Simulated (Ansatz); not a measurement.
# Ba3In2Ag2Se2O5: the cost of one run

The runs shown are made with Ansatz 0.2.0. PAW datasets, plane waves. (Simulation; spin polarisation is off.)

## 1. The cell

The cell was relaxed beforehand with r2SCAN.

It is tetragonal, I4/mmm (No. 139); a = 4.269 Å, c = 29.115 Å in the conventional setting, 18.95 Å³ an atom. Ba has 12 O at 3.02–3.16 Å; Ba has 4 O at 2.71 Å; In has 5 O at 2.07–2.15 Å; O has 2 In at 2.15 Å and 4 Ba at 2.71–3.16 Å; O has 2 In at 2.07 Å and 4 Ba at 3.02 Å.

The structure in full:

```cif
data_structure
_symmetry_space_group_name_H-M 'I4/mmm'
_symmetry_Int_Tables_number 139
_cell_length_a 4.2686
_cell_length_b 4.2686
_cell_length_c 29.1153
_cell_angle_alpha 90.000
_cell_angle_beta 90.000
_cell_angle_gamma 90.000
_cell_volume 530.51
loop_
_atom_site_label
_atom_site_type_symbol
_atom_site_symmetry_multiplicity
_atom_site_Wyckoff_symbol
_atom_site_fract_x
_atom_site_fract_y
_atom_site_fract_z
_atom_site_occupancy
Ba1 Ba 2 b 0.50000 0.50000 0.00000 1
Ba2 Ba 4 e 0.50000 0.50000 0.13733 1
In1 In 4 e 0.00000 0.00000 0.07096 1
O1 O 8 g 0.50000 0.00000 0.07984 1
O2 O 2 a 0.00000 0.00000 0.00000 1
Ag1 Ag 4 d 0.50000 0.00000 0.25000 1
Se1 Se 4 e 0.00000 0.00000 0.18971 1
```

## 2. PBE bands along the symmetry lines

Input file input.yaml:

```yaml
crystal:
  lattice:
    - [-2.1343024964, 2.1343024964, 14.5576283967]
    - [2.1343024964, -2.1343024964, 14.5576283967]
    - [2.1343024964, 2.1343024964, -14.5576283967]
  atoms:
    - { symbol: Ba, position: [0.5, 0.5, 0.0] }
    - { symbol: Ba, position: [0.637326497, 0.637326497, 0.0] }
    - { symbol: Ba, position: [0.362673503, 0.362673503, 0.0] }
    - { symbol: In, position: [0.0709562005, 0.0709562005, 0.0] }
    - { symbol: In, position: [0.9290437995, 0.9290437995, 0.0] }
    - { symbol: O, position: [0.0798367757, 0.5798367757, 0.5] }
    - { symbol: O, position: [0.9201632243, 0.4201632243, 0.5] }
    - { symbol: O, position: [0.5798367757, 0.0798367757, 0.5] }
    - { symbol: O, position: [0.4201632243, 0.9201632243, 0.5] }
    - { symbol: O, position: [0.0, 0.0, 0.0] }
    - { symbol: Ag, position: [0.25, 0.75, 0.5] }
    - { symbol: Ag, position: [0.75, 0.25, 0.5] }
    - { symbol: Se, position: [0.1897131031, 0.1897131031, 0.0] }
    - { symbol: Se, position: [0.8102868969, 0.8102868969, 0.0] }
kpoints:
  mp_grid: { grid: [8, 8, 8] }
  band_path:
    path:
      - [[0.0, 0.0, 0.0], [-1.307280743443e-19, 1.307280743443e-19, 0.5], [0.25, 0.25, 0.25], [9.146882264021e-18, 0.5, -9.146882264021e-18], [0.0, 0.0, 0.0], [0.5, 0.5, -0.5], [0.2553736663163, 0.7446263336837, -0.2553736663163]]
      - [[-0.2553736663163, 0.2553736663163, 0.2553736663163], [0.0, 0.0, 0.0]]
      - [[-1.307280743443e-19, 1.307280743443e-19, 0.5], [-0.01074733263259, 0.01074733263259, 0.5]]
      - [[0.5, 0.5, -0.01074733263259], [0.5, 0.5, -0.5]]
    npoints: 10
hamiltonian:
  xc: pbe
scf:
  occupations: { method: fermi_dirac, width: 0.02 }
  n_extra_bands: 7
output:
  forces: true
  stress: true
  eigenvalues: true
```

Command:

```console
> ansatz run input.yaml --threads 8 --pin off --max-ram 20275MiB --backend cpu --events-out ev --progress --plain --runs-dir out
```

Q: Estimate wall time and peak memory on 8 threads of Intel Xeon Platinum 8488C (Sapphire Rapids), shared host.

About 18 s, with a peak of 1.9 GiB.
